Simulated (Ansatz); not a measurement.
# GeH₇NOSi: up Jacob's ladder to CCSD(T)

An exercise on one series of results from a longer session: the logs are not shown, and one member is left open.

Computed with Ansatz 0.2.0, Gaussian basis. Level: functionals in def2-TZVPP, the program's frozen cores in correlated methods.

Levels to be run: PBE-D4, r2SCAN-D4, PBE0-D4, B3LYP-D4, ωB97X-V, ωB97M-V, B2PLYP; CCSD(T)/def2-TZVPP; MP2/def2-QZVPP; extrapolation to the limit.

## Structure used throughout

The geometry comes from an earlier relaxation with PBE0-D4 in a triple-zeta def2 set; it is a stationary point, not always the lowest conformer.

SMILES `N[SiH2][O][GeH3]`, 11 atoms, charge 0, spin multiplicity 1.

Atoms are counted from 1 here; the program's logs count them from 0.

Bond lengths: N1–Si2 1.704 Å, N1–H5 1.007 Å, N1–H6 1.007 Å, Si2–O3 1.638 Å, Si2–H7 1.487 Å, Si2–H8 1.487 Å, O3–Ge4 1.772 Å, Ge4–H9 1.533 Å, Ge4–H10 1.538 Å, Ge4–H11 1.539 Å. Angles: Si2–N1–H5 120.7°, Si2–N1–H6 120.7°, H5–N1–H6 111.2°, N1–Si2–O3 113.9°, N1–Si2–H7 107.2°, N1–Si2–H8 107.3°, O3–Si2–H7 108.7°, O3–Si2–H8 108.7°, H7–Si2–H8 111.1°, Si2–O3–Ge4 135.0°, O3–Ge4–H9 105.7°, O3–Ge4–H10 108.8°, O3–Ge4–H11 108.8°, H9–Ge4–H10 111.4°, H9–Ge4–H11 111.4°, H10–Ge4–H11 110.6°.

Set-up of the first run:

in.yaml

```yaml
crystal:
  periodic: [false, false, false]
  atoms:
    - {symbol: N, position_ang: [-1.875016, 1.472304, 0.313297]}
    - {symbol: Si, position_ang: [-0.545338, 0.486776, 0.720447]}
    - {symbol: O, position_ang: [0.194826, -0.196071, -0.571030]}
    - {symbol: Ge, position_ang: [1.573782, -1.286682, -0.794523]}
    - {symbol: H, position_ang: [-2.743877, 1.063204, 0.010562]}
    - {symbol: H, position_ang: [-1.734257, 2.377928, -0.103776]}
    - {symbol: H, position_ang: [0.437256, 1.345454, 1.433763]}
    - {symbol: H, position_ang: [-1.053030, -0.595404, 1.605285]}
    - {symbol: H, position_ang: [1.686225, -1.507691, -2.307570]}
    - {symbol: H, position_ang: [2.836295, -0.611800, -0.231018]}
    - {symbol: H, position_ang: [1.288433, -2.605119, -0.054735]}
basis:
  gaussian: {orbitals: def2-TZVPP}
hamiltonian: {xc: pbe, dispersion: d4}
output: {forces: true, orbitals: {seedname: orbitals}}
```

Launch:

```bash
> ansatz run in.yaml --threads 4 --pin off --events-out ev --progress --plain --max-ram 10444MiB
```

Steps of the session up to this table: PBE-D4 (GGA); r2SCAN-D4 (meta-GGA); PBE0-D4 (hybrid); B3LYP-D4 (hybrid); ωB97X-V (range-separated); ωB97M-V (range-separated); B2PLYP (double hybrid); CCSD(T) in def2-TZVPP; MP2 in def2-QZVPP.

One table of the session follows, with a row left open; its other results are not shown here.

```
            method  atomisation energy (eV)
            PBE-D4                   36.832
         r2SCAN-D4                   36.824
           PBE0-D4                   36.356
          B3LYP-D4                        ?
           ωB97X-V                   37.237
           ωB97M-V                   36.971
            B2PLYP                   36.538
     HF/def2-TZVPP                   26.455
    MP2/def2-TZVPP                   36.335
   CCSD/def2-TZVPP                   35.708
CCSD(T)/def2-TZVPP                   36.158
           MP2/CBS                   37.342
       CCSD(T)/CBS                   37.165
```

Q: Estimate the row for B3LYP-D4 from the others.

The run gave: atomisation energy (eV): 36.889. In the column «atomisation energy (eV)» it lies between PBE-D4 (36.832) and ωB97M-V (36.971).
